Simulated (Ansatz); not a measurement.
**C₂H₄BClO: a ladder of functionals and wavefunction methods**

One table from this session's results is given with a row withheld; the runs are named, their logs left out.

Program: Ansatz 0.2.0, Gaussian basis. Level of theory: functionals in def2-TZVPP, the program's frozen cores in correlated methods. These are calculated values, not measurements.

The runs, in order: LDA (SPW92), PBE-D4, revPBE-D4, BLYP-D4, r2SCAN-D4, B97M-V, PBE0-D4, B3LYP-D4, r2SCANh-D4, r2SCAN0-D4, HSE06-D4, BHLYP-D4, CAM-B3LYP-D4, LC-ωPBE, ωB97X-V, ωB97M-V, B2PLYP, PBE-QIDH; CCSD(T)/def2-SVP; CCSD(T)/def2-TZVPP; MP2/def2-QZVPP; extrapolation to the limit; RPA on PBE.

### The relaxed structure

The geometry comes from an earlier relaxation with PBE0-D4 in a triple-zeta def2 set; it is a stationary point, not always the lowest conformer.

9 atoms, charge 0, spin multiplicity 1.

Atoms are counted from 1 here; the program's logs count them from 0.

Bond lengths: O1–B2 1.334 Å, O1–H6 0.962 Å, B2–C3 1.519 Å, B2–C4 1.528 Å, C3–C4 1.558 Å, C3–H7 1.086 Å, C3–H8 1.088 Å, C4–Cl5 1.764 Å, C4–H9 1.084 Å. Angles: B2–O1–H6 113.4°, O1–B2–C3 147.7°, O1–B2–C4 149.9°, C3–B2–C4 61.5°, B2–C3–C4 59.5°, B2–C3–H7 124.7°, B2–C3–H8 117.5°, C4–C3–H7 114.7°, C4–C3–H8 116.8°, H7–C3–H8 112.8°, B2–C4–C3 58.9°, B2–C4–Cl5 120.5°, B2–C4–H9 123.1°, C3–C4–Cl5 118.8°, C3–C4–H9 114.8°, Cl5–C4–H9 111.0°.

Geometry (Å):

```
O    -1.17378    0.82271   -1.46559
B    -0.47345    0.16753   -0.53775
C     0.51870   -0.93793   -0.22110
C     0.12183    0.10362    0.86806
Cl    1.32086    1.28944    1.38651
H    -1.58181    1.63000   -1.13680
H     0.24724   -1.96292    0.01156
H     1.51889   -0.85126   -0.64069
H    -0.41005   -0.30748    1.71870
```

Set-up of the first run:

File in.yaml:

```yaml
crystal:
  periodic: [false, false, false]
  atoms:
    - {symbol: O, position_ang: [-1.173783, 0.822709, -1.465586]}
    - {symbol: B, position_ang: [-0.473452, 0.167532, -0.537750]}
    - {symbol: C, position_ang: [0.518695, -0.937932, -0.221098]}
    - {symbol: C, position_ang: [0.121828, 0.103616, 0.868060]}
    - {symbol: Cl, position_ang: [1.320860, 1.289435, 1.386507]}
    - {symbol: H, position_ang: [-1.581815, 1.629998, -1.136803]}
    - {symbol: H, position_ang: [0.247235, -1.962919, 0.011558]}
    - {symbol: H, position_ang: [1.518887, -0.851262, -0.640688]}
    - {symbol: H, position_ang: [-0.410054, -0.307476, 1.718701]}
basis:
  gaussian: {orbitals: def2-TZVPP}
hamiltonian: {xc: lda}
output: {orbitals: {seedname: orbitals}}
```

Started as:

```
$ ansatz run in.yaml --threads 2 --pin off --events-out ev --progress --plain --max-ram 4352MiB
```

Steps of the session up to this table: LDA; PBE-D4 (GGA); revPBE-D4 (GGA); BLYP-D4 (GGA); r2SCAN-D4 (meta-GGA); B97M-V (meta-GGA); B3LYP-D4 (hybrid); r2SCANh-D4 (hybrid); r2SCAN0-D4 (hybrid); HSE06-D4 (hybrid); BHLYP-D4 (hybrid); CAM-B3LYP-D4 (range-separated); LC-ωPBE (range-separated); ωB97X-V (range-separated); ωB97M-V (range-separated); B2PLYP (double hybrid); PBE-QIDH (double hybrid).

One of the session's tables, all rows but one given; the rest of the session is left out.

It belongs to the step «Orbital energies across the functionals». 

```
  functional  HOMO (eV)  gap (eV)
 LDA (SPW92)      -5.91      3.90
      PBE-D4      -5.77      4.02
   revPBE-D4      -5.72      4.07
     BLYP-D4      -5.67      4.08
   r2SCAN-D4      -6.02      4.57
      B97M-V      -6.10      4.71
     PBE0-D4      -7.10      6.36
    B3LYP-D4      -6.89      5.94
  r2SCANh-D4      -6.51      5.42
  r2SCAN0-D4          ?         ?
    HSE06-D4      -6.70      5.57
    BHLYP-D4      -8.35      8.74
CAM-B3LYP-D4      -8.50      8.94
     LC-ωPBE      -9.86     11.51
     ωB97X-V      -9.49     11.04
     ωB97M-V      -9.35     10.72
```

**Question.** Estimate the row for r2SCAN0-D4.

Worked estimate for «HOMO (eV)». Against the share of exact exchange, r2SCAN-D4 (0, -6.02), r2SCANh-D4 (0.1, -6.51) give a slope of -4.90 per unit share; at 0.25 the line stands at -7.24.

The run gave: HOMO (eV): -7.25; gap (eV): 6.70. In «HOMO (eV)» the line misses by +0.01.
